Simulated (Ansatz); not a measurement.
**C₂H₆FNSSi: one species, many methods**

Aim: compute C₂H₆FNSSi with functionals from several rungs and with coupled cluster, and see how far each lands from CCSD(T) at the basis-set limit for the atomisation energy.

The runs use Ansatz 0.2.0, Gaussian basis; functionals in def2-TZVPP, the program's frozen cores in correlated methods.

Plan: PBE-D4, r2SCAN-D4, PBE0-D4, B3LYP-D4, ωB97X-V, ωB97M-V, B2PLYP; CCSD(T)/def2-TZVPP; MP2/def2-QZVPP; extrapolation to the limit.

## (1) The relaxed structure

All runs share one geometry, relaxed beforehand with PBE0-D4 in a triple-zeta def2 set.

SMILES `CN1C[Si]1(F)S`, 12 atoms, charge 0, spin multiplicity 1.

Atoms are counted from 1 here; the program's logs count them from 0.

Bond lengths: C1–N2 1.425 Å, C1–H7 1.098 Å, C1–H8 1.092 Å, C1–H9 1.097 Å, N2–C3 1.500 Å, N2–Si4 1.645 Å, C3–Si4 1.823 Å, C3–H10 1.093 Å, C3–H11 1.094 Å, Si4–F5 1.591 Å, Si4–S6 2.108 Å, S6–H12 1.344 Å. Angles: N2–C1–H7 111.7°, N2–C1–H8 109.7°, N2–C1–H9 111.3°, H7–C1–H8 108.1°, H7–C1–H9 107.9°, H8–C1–H9 108.0°, C1–N2–C3 126.6°, C1–N2–Si4 161.5°, C3–N2–Si4 70.7°, N2–C3–Si4 58.4°, N2–C3–H10 115.4°, N2–C3–H11 115.3°, Si4–C3–H10 123.5°, Si4–C3–H11 120.5°, H10–C3–H11 112.1°, N2–Si4–C3 50.9°, N2–Si4–F5 122.4°, N2–Si4–S6 123.4° and more.

## (2) PBE-D4 (GGA)

The input, in.yaml:

```yaml
crystal:
  periodic: [false, false, false]
  atoms:
    - {symbol: C, position_ang: [-0.441118, -1.572014, 0.655014]}
    - {symbol: N, position_ang: [-0.163264, -0.312480, 0.049921]}
    - {symbol: C, position_ang: [0.975590, 0.004170, -0.873390]}
    - {symbol: Si, position_ang: [-0.359461, 1.204077, -0.557643]}
    - {symbol: F, position_ang: [-1.440135, 1.541233, -1.675391]}
    - {symbol: S, position_ang: [-0.366091, 2.939580, 0.638067]}
    - {symbol: H, position_ang: [-0.596314, -2.357937, -0.095164]}
    - {symbol: H, position_ang: [-1.347001, -1.497854, 1.259809]}
    - {symbol: H, position_ang: [0.379555, -1.888764, 1.309943]}
    - {symbol: H, position_ang: [1.959949, 0.060372, -0.402245]}
    - {symbol: H, position_ang: [0.996789, -0.569886, -1.804554]}
    - {symbol: H, position_ang: [0.478601, 2.394404, 1.529735]}
basis:
  gaussian: {orbitals: def2-TZVPP}
hamiltonian: {xc: pbe, dispersion: d4}
output: {forces: true, orbitals: {seedname: orbitals}}
```

Started as:

```sh
> ansatz run in.yaml --threads 2 --pin off --events-out ev --progress --plain --max-ram 22528MiB --backend cuda --devices 0, --max-vram 18GiB
```

Log, shortened:

```text
Functional definition: PBE
  name "PBE"
  cite "Perdew, Burke & Ernzerhof, Phys. Rev. Lett. 77, 3865 (1996) doi:10.1103/PhysRevLett.77.3865"
  parent pbe
[...]
1597 factors; their error is unknown
[...]
mean field -25080.80008480 eV, -921.7024027395 hartree, gradient 5.7e-5 eV, S^2 0.000000; 0 other end points of the search recorded, 0 dependent functions left out
[...]
reference -25080.80013284 eV, -921.7024045050 hartree; 32, 32 occupied and 260, 260 virtual orbitals, 1597 factors
Total energy: -25081.10416132 eV, -921.7135773456 hartree
Atom 0 at    -0.441118    -1.572014     0.655014 Å, force    -0.008572    -0.048098     0.033632 eV/Å
Atom 1 at    -0.163264    -0.312480     0.049921 Å, force    -0.134769    -0.217045     0.233827 eV/Å
Atom 2 at     0.975590     0.004170    -0.873390 Å, force     0.218853    -0.032772    -0.133953 eV/Å
Atom 3 at    -0.359461     1.204077    -0.557643 Å, force     0.205278     0.266607     0.185908 eV/Å
Atom 4 at    -1.440135     1.541233    -1.675391 Å, force    -0.471814     0.158287    -0.485054 eV/Å
Atom 5 at    -0.366091     2.939580     0.638067 Å, force    -0.167867     0.356443     0.005167 eV/Å
Atom 6 at    -0.596314    -2.357937    -0.095164 Å, force    -0.033654    -0.183664    -0.149751 eV/Å
Atom 7 at    -1.347001    -1.497854     1.259809 Å, force    -0.185069     0.004039     0.127037 eV/Å
Atom 8 at     0.379555    -1.888764     1.309943 Å, force     0.169192    -0.088148     0.144525 eV/Å
Atom 9 at     1.959949     0.060372    -0.402245 Å, force     0.228415     0.013417     0.089002 eV/Å
Atom 10 at     0.996789    -0.569886    -1.804554 Å, force     0.024229    -0.124821    -0.211749 eV/Å
Atom 11 at     0.478601     2.394404     1.529735 Å, force     0.155777    -0.104246     0.161409 eV/Å
Dipole moment:     0.200975    -0.276467     0.270358 e Å
```

It took 2.3 s on 1 × H100 (card shared with other runs) with 2 threads of AMD EPYC 7R13, shared host; peak host memory 0.86 GiB.

Atomisation energy: 4624.6 kJ/mol (free atoms -25033.174 eV, run apart). HOMO -5.49 eV, LUMO -0.69 eV.

## (3) r2SCAN-D4 (meta-GGA)

Changes to in.yaml since step 2:

```diff
@@ -17,3 +17,3 @@
   gaussian: {orbitals: def2-TZVPP}
-hamiltonian: {xc: pbe, dispersion: d4}
+hamiltonian: {xc: r2scan, dispersion: d4}
 output: {forces: true, orbitals: {seedname: orbitals}}
```

Same command.

Log, shortened:

```text
Functional definition: r2SCAN
  name "r2SCAN"
  cite "Furness, Kaplan, Ning, Perdew & Sun, J. Phys. Chem. Lett. 11, 8208 (2020) doi:10.1021/acs.jpclett.0c02405"
  cite "Furness, Kaplan, Ning, Perdew & Sun, J. Phys. Chem. Lett. 11, 9248 (2020) doi:10.1021/acs.jpclett.0c03077"
  parent r2scan
[...]
1597 factors; their error is unknown
[...]
mean field -25092.17098846 eV, -922.1202757416 hartree, gradient 3.2e-5 eV, S^2 0.000000; 0 other end points of the search recorded, 0 dependent functions left out
[...]
reference -25092.17100183 eV, -922.1202762329 hartree; 32, 32 occupied and 260, 260 virtual orbitals, 1597 factors
Total energy: -25092.24783808 eV, -922.1230999128 hartree
Atom 0 at    -0.441118    -1.572014     0.655014 Å, force    -0.018431    -0.190010     0.084954 eV/Å
Atom 1 at    -0.163264    -0.312480     0.049921 Å, force    -0.209440     0.081071     0.117396 eV/Å
Atom 2 at     0.975590     0.004170    -0.873390 Å, force     0.225238     0.041407    -0.177702 eV/Å
Atom 3 at    -0.359461     1.204077    -0.557643 Å, force     0.018257     0.036274     0.004346 eV/Å
Atom 4 at    -1.440135     1.541233    -1.675391 Å, force    -0.044646     0.016931    -0.047937 eV/Å
Atom 5 at    -0.366091     2.939580     0.638067 Å, force    -0.011166     0.064613     0.028848 eV/Å
Atom 6 at    -0.596314    -2.357937    -0.095164 Å, force     0.002733    -0.003853     0.001466 eV/Å
Atom 7 at    -1.347001    -1.497854     1.259809 Å, force     0.014481    -0.001219    -0.010039 eV/Å
Atom 8 at     0.379555    -1.888764     1.309943 Å, force    -0.001386    -0.008018    -0.001668 eV/Å
Atom 9 at     1.959949     0.060372    -0.402245 Å, force     0.014616    -0.016389     0.006701 eV/Å
Atom 10 at     0.996789    -0.569886    -1.804554 Å, force     0.005721    -0.021748    -0.008969 eV/Å
Atom 11 at     0.478601     2.394404     1.529735 Å, force     0.004023     0.000942     0.002605 eV/Å
Dipole moment:     0.209126    -0.278737     0.272138 e Å
```

Run time: 2.6 s. Hardware: 1 × H100 (card shared with other runs) with 2 threads of AMD EPYC 7R13, shared host; peak host memory 0.88 GiB.

With the free atoms at this level, -25045.333 eV in sum, the atomisation energy is 4526.6 kJ/mol. HOMO -5.71 eV, LUMO -0.39 eV.

## (4) PBE0-D4 (hybrid)

Changes to in.yaml since step 3:

```diff
@@ -17,3 +17,3 @@
   gaussian: {orbitals: def2-TZVPP}
-hamiltonian: {xc: r2scan, dispersion: d4}
-output: {forces: true, orbitals: {seedname: orbitals}}
+hamiltonian: {xc: pbe0, dispersion: d4}
+output: {orbitals: {seedname: orbitals}}
```

The command is unchanged.

Log:

```text
Functional definition: PBE0
  name "PBE0"
  cite "Adamo & Barone, J. Chem. Phys. 110, 6158 (1999) doi:10.1063/1.478522"
  cite "Perdew, Burke & Ernzerhof, Phys. Rev. Lett. 77, 3865 (1996) doi:10.1103/PhysRevLett.77.3865"
  parent pbe
  parameter a = 0.25
  parameter kappa = 0.804
  parameter beta = 0.06672455060314922
  exchange = (1 - a)*pbe_x(kappa = kappa, mu = beta*pi^2/3) + a*exact_x
  correlation = pbe_c(beta = beta)
1631 factors; their error is unknown
mean field evaluation 1: about -25072.5758 eV, gradient 7.0e1 eV
mean field evaluation 2: about -25055.4376 eV, gradient 1.1e2 eV
mean field evaluation 4: about -25082.7135 eV, gradient 6.8e0 eV
mean field evaluation 8: about -25082.7881 eV, gradient 1.5e-1 eV
mean field evaluation 16: about -25082.8199 eV, gradient 4.6e-4 eV
mean field -25082.81989754 eV, -921.7766294887 hartree, gradient 8.1e-5 eV, S^2 0.000000; 0 other end points of the search recorded, 0 dependent functions left out
reference -25082.81993266 eV, -921.7766307794 hartree; 32, 32 occupied and 260, 260 virtual orbitals, 1631 factors
Total energy: -25083.07874702 eV, -921.7861420316 hartree
```

It took 2 s on 1 × H100 (card shared with other runs) with 2 threads of AMD EPYC 7R13, shared host; peak host memory 0.86 GiB.

Atomisation energy: 4531.5 kJ/mol (free atoms -25036.113 eV, run apart). HOMO -6.81 eV, LUMO 0.29 eV.

## (5) B3LYP-D4 (hybrid)

B3LYP here takes the VWN-RPA correlation.

Changes to in.yaml since step 4:

```diff
@@ -17,3 +17,3 @@
   gaussian: {orbitals: def2-TZVPP}
-hamiltonian: {xc: pbe0, dispersion: d4}
-output: {orbitals: {seedname: orbitals}}
+hamiltonian: {xc: {name: B3LYP}, dispersion: d4}
+output: {forces: true, orbitals: {seedname: orbitals}}
```

Launched as before.

Log, shortened:

```text
Functional definition: B3LYP
  name "B3LYP"
  cite "Stephens, Devlin, Chabalowski & Frisch, J. Phys. Chem. 98, 11623 (1994) doi:10.1021/j100096a001"
  cite "Becke, Phys. Rev. A 38, 3098 (1988) doi:10.1103/PhysRevA.38.3098"
  cite "Lee, Yang & Parr, Phys. Rev. B 37, 785 (1988) doi:10.1103/PhysRevB.37.785"
  cite "Vosko, Wilk & Nusair, Can. J. Phys. 58, 1200 (1980) doi:10.1139/p80-159"
[...]
1612 factors; their error is unknown
[...]
mean field -25097.86832218 eV, -922.3296488940 hartree, gradient 3.7e-5 eV, S^2 0.000000; 0 other end points of the search recorded, 0 dependent functions left out
[...]
reference -25097.86863178 eV, -922.3296602714 hartree; 32, 32 occupied and 260, 260 virtual orbitals, 1612 factors
Total energy: -25098.35765313 eV, -922.3476314748 hartree
Atom 0 at    -0.441118    -1.572014     0.655014 Å, force    -0.069773    -0.228181     0.125744 eV/Å
[...]
Atom 2 at     0.975590     0.004170    -0.873390 Å, force     0.306488    -0.010399    -0.208165 eV/Å
Atom 3 at    -0.359461     1.204077    -0.557643 Å, force     0.051196    -0.049148     0.030415 eV/Å
Atom 4 at    -1.440135     1.541233    -1.675391 Å, force    -0.153571     0.040812    -0.162085 eV/Å
Atom 5 at    -0.366091     2.939580     0.638067 Å, force     0.024058     0.118395     0.117316 eV/Å
Atom 6 at    -0.596314    -2.357937    -0.095164 Å, force     0.006656     0.020798     0.039512 eV/Å
Atom 7 at    -1.347001    -1.497854     1.259809 Å, force     0.041051    -0.017972    -0.022801 eV/Å
Atom 8 at     0.379555    -1.888764     1.309943 Å, force    -0.038517    -0.000769    -0.025623 eV/Å
Atom 9 at     1.959949     0.060372    -0.402245 Å, force    -0.049904    -0.017581    -0.039701 eV/Å
Atom 10 at     0.996789    -0.569886    -1.804554 Å, force     0.021507     0.022992     0.059636 eV/Å
Atom 11 at     0.478601     2.394404     1.529735 Å, force    -0.007697     0.036336     0.012792 eV/Å
Dipole moment:     0.212916    -0.262996     0.270391 e Å
```

Run time: 2.2 s. Hardware: 1 × H100 (card shared with other runs) with 2 threads of AMD EPYC 7R13, shared host; peak host memory 0.89 GiB.

Atomisation energy: 4508.4 kJ/mol (free atoms -25051.632 eV, run apart). HOMO -6.58 eV, LUMO -0.02 eV.

## (6) ωB97X-V (range-separated)

Changes to in.yaml since step 5:

```diff
@@ -17,3 +17,3 @@
   gaussian: {orbitals: def2-TZVPP}
-hamiltonian: {xc: {name: B3LYP}, dispersion: d4}
-output: {forces: true, orbitals: {seedname: orbitals}}
+hamiltonian: {xc: {name: wB97X-V}}
+output: {orbitals: {seedname: orbitals}}
```

Launched as before.

Log, shortened:

```text
Functional definition: wB97X-V
  name "wB97X-V"
  cite "Mardirossian & Head-Gordon, Phys. Chem. Chem. Phys. 16, 9904 (2014) doi:10.1039/C3CP54374A"
  cite "Becke, J. Chem. Phys. 107, 8554 (1997) doi:10.1063/1.475007"
  cite "Vydrov & Van Voorhis, J. Chem. Phys. 133, 244103 (2010) doi:10.1063/1.3521275"
[...]
      + integral(e_c_pw_opposite_spin*poly(b97_u_opposite, cos0, cos1)) + vv10(b, c)
1607 factors; their error is unknown
357 factors; integrals over basis functions are off by at most 1.1e-5 eV
[...]
mean field -25091.94433165 eV, -922.1119462575 hartree, gradient 3.8e-5 eV, S^2 0.000000; 0 other end points of the search recorded, 0 dependent functions left out
reference -25091.94432946 eV, -922.1119461769 hartree; 32, 32 occupied and 260, 260 virtual orbitals, 1607 factors
Total energy: -25091.94432946 eV, -922.1119461769 hartree
```

Wall time 3.7 s (1 × H100 (card shared with other runs) with 2 threads of AMD EPYC 7R13, shared host); peak host memory 0.92 GiB.

With the free atoms at this level, -25044.879 eV in sum, the atomisation energy is 4541.1 kJ/mol. HOMO -9.18 eV, LUMO 2.32 eV.

## (7) ωB97M-V (range-separated)

Changes to in.yaml since step 6:

```diff
@@ -17,3 +17,3 @@
   gaussian: {orbitals: def2-TZVPP}
-hamiltonian: {xc: {name: wB97X-V}}
-output: {orbitals: {seedname: orbitals}}
+hamiltonian: {xc: {name: wB97M-V}}
+output: {forces: true, orbitals: {seedname: orbitals}}
```

Launched as before.

Log, shortened:

```text
Functional definition: wB97M-V
  name "wB97M-V"
  cite "Mardirossian & Head-Gordon, J. Chem. Phys. 144, 214110 (2016) doi:10.1063/1.4952647"
  cite "Becke, J. Chem. Phys. 107, 8554 (1997) doi:10.1063/1.475007"
  cite "Vydrov & Van Voorhis, J. Chem. Phys. 133, 244103 (2010) doi:10.1063/1.3521275"
  # Of w^i u^j: cxij and so on, Table III.
[...]
  gx(w, u) = 1 - cx + cx01*u + cx10*w
  gss(w, u) = css00 + css04*u^4 + css10*w + css20*w^2 + css43*w^4*u^3
  gos(w, u) = cos00 + cos10*w + (cos20 + cos21*u)*w^2 + (cos60 + cos61*u)*w^6
[...]
      + integral(e_c_pw_mod_opposite_spin*gos(b97_w_opposite, b97_u_opposite)) + vv10(b, c)
1607 factors; their error is unknown
357 factors; integrals over basis functions are off by at most 1.1e-5 eV
[...]
Atom 2 at     0.975590     0.004170    -0.873390 Å, force     0.237836     0.028847    -0.178160 eV/Å
Atom 3 at    -0.359461     1.204077    -0.557643 Å, force     0.078411    -0.039673     0.092004 eV/Å
Atom 4 at    -1.440135     1.541233    -1.675391 Å, force    -0.078632     0.034459    -0.090781 eV/Å
Atom 5 at    -0.366091     2.939580     0.638067 Å, force     0.058149    -0.027171     0.049496 eV/Å
Atom 6 at    -0.596314    -2.357937    -0.095164 Å, force     0.015685     0.070525     0.065277 eV/Å
Atom 7 at    -1.347001    -1.497854     1.259809 Å, force     0.075729    -0.013177    -0.047501 eV/Å
Atom 8 at     0.379555    -1.888764     1.309943 Å, force    -0.070811     0.027456    -0.058078 eV/Å
Atom 9 at     1.959949     0.060372    -0.402245 Å, force    -0.092269    -0.018958    -0.029709 eV/Å
Atom 10 at     0.996789    -0.569886    -1.804554 Å, force    -0.009062     0.037313     0.093896 eV/Å
Atom 11 at     0.478601     2.394404     1.529735 Å, force    -0.054528     0.027364    -0.061285 eV/Å
Dipole moment:     0.208249    -0.255806     0.267045 e Å
```

Run time: 6 s. Hardware: 1 × H100 (card shared with other runs) with 2 threads of AMD EPYC 7R13, shared host; peak host memory 0.95 GiB.

With the free atoms at this level, -25046.409 eV in sum, the atomisation energy is 4539.1 kJ/mol. HOMO -9.08 eV, LUMO 1.97 eV.

## (8) B2PLYP (double hybrid)

Changes to in.yaml since step 7:

```diff
@@ -17,3 +17,2 @@
   gaussian: {orbitals: def2-TZVPP}
-hamiltonian: {xc: {name: wB97M-V}}
-output: {forces: true, orbitals: {seedname: orbitals}}
+hamiltonian: {xc: {name: B2PLYP}}
```

The command is unchanged.

Log, shortened:

```text
Functional definition: B2PLYP
  name "B2PLYP"
  cite "Grimme, J. Chem. Phys. 124, 034108 (2006) doi:10.1063/1.2148954"
  cite "Becke, Phys. Rev. A 38, 3098 (1988) doi:10.1103/PhysRevA.38.3098"
  cite "Lee, Yang & Parr, Phys. Rev. B 37, 785 (1988) doi:10.1103/PhysRevB.37.785"
[...]
1728 factors; integrals over basis functions are off by at most 9.8e-4 eV
[...]
mean field -25075.84215558 eV, -921.5202022013 hartree, gradient 2.9e-6 eV, S^2 0.000000; 0 other end points of the search recorded, 0 dependent functions left out
14 core orbitals not correlated: weight in the atoms' cores, before any rotation towards them, 1.000 or more for the frozen orbitals, at most 0.000 for the correlated occupied ones
reference -25075.84234949 eV, -921.5202093274 hartree; 18, 18 occupied and 260, 260 virtual orbitals, 1728 factors
second order -35.78398399 eV of doubles, -0.00000000 eV of singles
Total energy: -25085.50402517 eV, -921.8752693596 hartree
```

Run time: 3.8 s. Hardware: 1 × H100 (card shared with other runs) with 2 threads of AMD EPYC 7R13, shared host; peak host memory 1.3 GiB.

With the free atoms at this level, -25039.301 eV in sum, the atomisation energy is 4457.9 kJ/mol.

## (9) Orbital energies across the functionals

Dipoles come from the runs that computed forces. Levels are read from the orbital files that the runs wrote:

```csv
functional,HOMO (eV),LUMO (eV),gap (eV),dipole (D)
PBE-D4,-5.49,-0.69,4.80,2.09
r2SCAN-D4,-5.71,-0.39,5.32,2.12
PBE0-D4,-6.81,0.29,7.10,
B3LYP-D4,-6.58,-0.02,6.56,2.08
ωB97X-V,-9.18,2.32,11.50,
ωB97M-V,-9.08,1.97,11.05,2.04
```

## (10) CCSD(T) in def2-TZVPP

Changes to in.yaml since step 8:

```diff
@@ -17,2 +17,2 @@
   gaussian: {orbitals: def2-TZVPP}
-hamiltonian: {xc: {name: B2PLYP}}
+correlation: {method: ccsd_t}
```

Same command.

Log, shortened:

```text
Functional definition: HF
  name "HF"
  cite "Fock, Z. Phys. 61, 126 (1930) doi:10.1007/BF01340294"
  parent pbe
[...]
1728 factors; integrals over basis functions are off by at most 9.8e-4 eV
[...]
mean field -25028.10536410 eV, -919.7659074716 hartree, gradient 1.3e-6 eV, S^2 0.000000; 0 other end points of the search recorded, 0 dependent functions left out
14 core orbitals not correlated: weight in the atoms' cores, before any rotation towards them, 1.000 or more for the frozen orbitals, at most 0.000 for the correlated occupied ones
reference -25028.10536410 eV, -919.7659074716 hartree; 18, 18 occupied and 260, 260 virtual orbitals, 1728 factors
second order -29.56170577 eV of doubles, -0.00000000 eV of singles
cycle   1  -29.94483799 eV  change   -3.8e-1 eV  update   1.1e-1
[...]
cycle   9  -30.76782674 eV  change   -4.0e-5 eV  update   2.7e-5
perturbative correction -1.25901576 eV, -0.0462679758 hartree
Total energy: -25060.13220660 eV, -920.9428722248 hartree
```

It took 6.5 s on 1 × H100 (card shared with other runs) with 2 threads of AMD EPYC 7R13, shared host; peak host memory 0.87 GiB.

## (11) MP2 in def2-QZVPP

Changes to in.yaml since step 10:

```diff
@@ -16,3 +16,3 @@
 basis:
-  gaussian: {orbitals: def2-TZVPP}
-correlation: {method: ccsd_t}
+  gaussian: {orbitals: "def2-QZVPP.json"}
+correlation: {method: mp2}
```

Launched as before.

Log:

```text
Functional definition: HF
  name "HF"
  cite "Fock, Z. Phys. 61, 126 (1930) doi:10.1007/BF01340294"
  parent pbe
  exchange = exact_x
  correlation = 0
3278 factors; integrals over basis functions are off by at most 8.0e-4 eV
mean field evaluation 1: about -25023.9637 eV, gradient 4.5e1 eV
mean field evaluation 2: about -25024.1548 eV, gradient 4.6e1 eV
mean field evaluation 4: about -25028.8751 eV, gradient 4.9e0 eV
mean field evaluation 8: about -25028.9648 eV, gradient 4.1e-1 eV
mean field evaluation 16: about -25028.9657 eV, gradient 2.1e-6 eV
mean field -25028.96565096 eV, -919.7975224306 hartree, gradient 2.1e-6 eV, S^2 0.000000; 0 other end points of the search recorded, 0 dependent functions left out
14 core orbitals not correlated: weight in the atoms' cores, before any rotation towards them, 1.000 or more for the frozen orbitals, at most 0.000 for the correlated occupied ones
reference -25028.96565096 eV, -919.7975224306 hartree; 18, 18 occupied and 516, 516 virtual orbitals, 3278 factors
second order -31.88925765 eV of doubles, -0.00000000 eV of singles
Total energy: -25060.85490861 eV, -920.9694310340 hartree
```

Wall time 4.6 s (1 × H100 (card shared with other runs) with 2 threads of AMD EPYC 7R13, shared host); peak host memory 1.2 GiB.

The pieces so far (eV):

```csv
basis,HF,MP2 correlation,CCSD correlation,(T),total
def2-TZVPP,-25028.1054,-29.5617,-30.7678,-1.2590,-25060.1322
def2-QZVPP,-25028.9657,-31.8893,,,-25060.8549 (MP2)
```

The report of the def2-TZVPP run gives T1 = 0.0117.

## (12) The basis-set limit

No new run: Hartree-Fock is extrapolated as exp(−7.88√X) and correlation as X^−2.97, with X = 3 and 4; only MP2 was run in the larger set, so CCSD(T) minus MP2 is added from the smaller one.

```csv
level,energy at the limit (eV)
HF,-25029.0841
MP2,-25062.6975
CCSD,-25063.9036
CCSD(T),-25065.1627
```

## (13) Atomisation energies

Atomisation energy = energies of 2 C, 1 N, 1 Si, 1 F, 1 S, 6 H (separate runs, same level) minus the molecule's; electronic only, no spin-orbit term.

Differences are taken before rounding.

```csv
method,rung,atomisation energy (kJ/mol),from CCSD(T)/CBS (kJ/mol),time
PBE-D4,GGA,4624.6,+111.3,2.3 s
r2SCAN-D4,meta-GGA,4526.6,+13.3,2.6 s
PBE0-D4,hybrid,4531.5,+18.3,2 s
B3LYP-D4,hybrid,4508.4,-4.9,2.2 s
ωB97X-V,range-separated,4541.1,+27.9,3.7 s
ωB97M-V,range-separated,4539.1,+25.9,6 s
B2PLYP,double hybrid,4457.9,-55.4,3.8 s
HF/def2-TZVPP,wavefunction,3189.2,-1324.1,
MP2/def2-TZVPP,wavefunction,4472.9,-40.4,
CCSD/def2-TZVPP,wavefunction,4298.6,-214.7,
CCSD(T)/def2-TZVPP,wavefunction,4375.4,-137.8,6.5 s
MP2/CBS,wavefunction,4610.7,+97.5,
CCSD(T)/CBS,wavefunction,4513.3,0,11 s
```

Among the levels timed on like hardware and quicker than the yardstick, those that no quicker one beats, quickest first: PBE0-D4 (2 s, +18.3 kJ/mol); B3LYP-D4 (2.2 s, -4.9 kJ/mol). Runs this short are mostly start-up, so their order is noise.

B2PLYP carry no dispersion term (for B3LYP, D4 adds 47.2 kJ/mol).

Times are those of the molecule's run; HF, MP2 and CCSD come out of the CCSD(T) runs, and the limit's time is the sum of the runs that it needs.

## (14) Results

| quantity | value |
| --- | --- |
| atomisation energy, CCSD(T)/CBS | 4513.3 kJ/mol |
| functionals within 22.6 kJ/mol (0.5 %) | r2SCAN-D4, PBE0-D4, B3LYP-D4 |
| farthest | PBE-D4 (+111.3 kJ/mol) |
| mean size of error, hybrid | 11.6 kJ/mol |
| mean size of error, range-separated | 26.9 kJ/mol |
| gap, smallest and largest | 4.80 eV (PBE-D4), 11.50 eV (ωB97X-V) |
| T1 diagnostic | 0.0117 |
| triples share of the correlation energy | 3.9 % |

PBE-D4 is off by +111.3 kJ/mol. Double hybrids carry the basis error of their MP2 part in triple zeta, and no dispersion term here, so their miss is partly the set-up's. The reference freezes the cores and leaves out relativity and excitations past (T), so misses under about 22.6 kJ/mol can't be ranked. Hartree-Fock recovers 71 % of the binding; the rest is correlation. The gap grows from 4.8 to 11.5 eV across the functionals, mostly with the share of exact exchange.

B3LYP-D4 reaches 4.9 kJ/mol from the reference in 2.2 s, where CCSD(T)/CBS took 11 s.
